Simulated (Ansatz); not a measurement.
Predict the output of the script below (Ansatz 0.2.0, Python API).

The script, `methods_ch7bssi.py`:
```python
"""One geometry of CH7BSSi, method by method."""

from pathlib import Path

import ansatz as az
import numpy as np

GEOMETRY = """
B    -1.00920    1.52900   -0.34270
Si    0.66070    0.75840   -0.72940
S     1.34550   -0.28330    0.99980
C     0.24210   -1.62630    0.87400
H    -1.60690    2.19180   -1.20870
H    -1.55440    1.45770    0.70760
H     1.64960    1.82030   -1.08000
H     0.57540   -0.15710   -1.86260
H     0.34640   -2.34270    1.74300
H     0.29120   -2.16430   -0.06750
H    -0.87500   -1.24050    0.98720
"""


def main() -> None:
    system = az.Crystal.molecule()
    for line in GEOMETRY.strip().splitlines():
        symbol, *xyz = line.split()
        system = system.atom(symbol, [float(v) for v in xyz])

    job = system.calculation().basis(gaussian="cc-pVDZ")

    print("functional    E (Ha)        dipole (D)   HOMO (eV)  LUMO (eV)")
    for name in ["lda", "r2scan", "revpbe", "b3lyp"]:
        report = job.functional(name).forces().orbitals().run(threads=1, runs_dir="runs").report
        lines = Path(report["orbitals_path"]).read_text().splitlines()
        field_of = lambda key: [line.split("=")[1].strip() for line in lines if line.startswith(key)]
        orbitals = [(27.211386 * float(e), s, float(n)) for e, s, n in zip(field_of("Ene="), field_of("Spin="), field_of("Occup="))]
        homo = max(e for e, _, n in orbitals if n > 0.5)
        lumo = min(e for e, _, n in orbitals if n < 0.5)
        dipole = 4.803205 * np.linalg.norm(report["charge_distribution"]["dipole_moment_e_ang"])
        print(f"{name:10s} {report['free_energy_ev'] / 27.211386246:14.6f} {dipole:9.3f} {homo:11.3f} {lumo:10.3f}")


if __name__ == "__main__":
    main()
```

`python methods_ch7bssi.py` gives:
```text
functional    E (Ha)        dipole (D)   HOMO (eV)  LUMO (eV)
lda           -751.550091     1.279      -5.370     -3.747
r2scan        -754.704919     1.384      -5.599     -3.232
revpbe        -754.649729     1.257      -5.300     -3.402
b3lyp         -754.848602     1.296      -6.259     -2.702
```

Reading the output:
- Total energies depend on the basis set; only differences at equal settings carry meaning.
- The geometry is a force-field or estimated start, not a minimum of this method, and the basis set is short of its limit. A lower total doesn't mark the better method: functionals have no common bound, and MP2 and coupled cluster aren't variational.
- b3lyp holds the VWN-RPA fit, as in Gaussian; the form of ORCA and Turbomole is b3lyp5.
- Levels such as HOMO and LUMO are orbital energies: with these approximate functionals they aren't the ionisation energy and electron affinity, and their gap isn't the fundamental gap.
- For Al to Cl the sets with a tight d function, cc-pV(X+d)Z, are usual.
- Hardware and time: 20 s on 1 thread of Arm Neoverse V1, with other jobs on the host, peak memory 0.28 GiB.
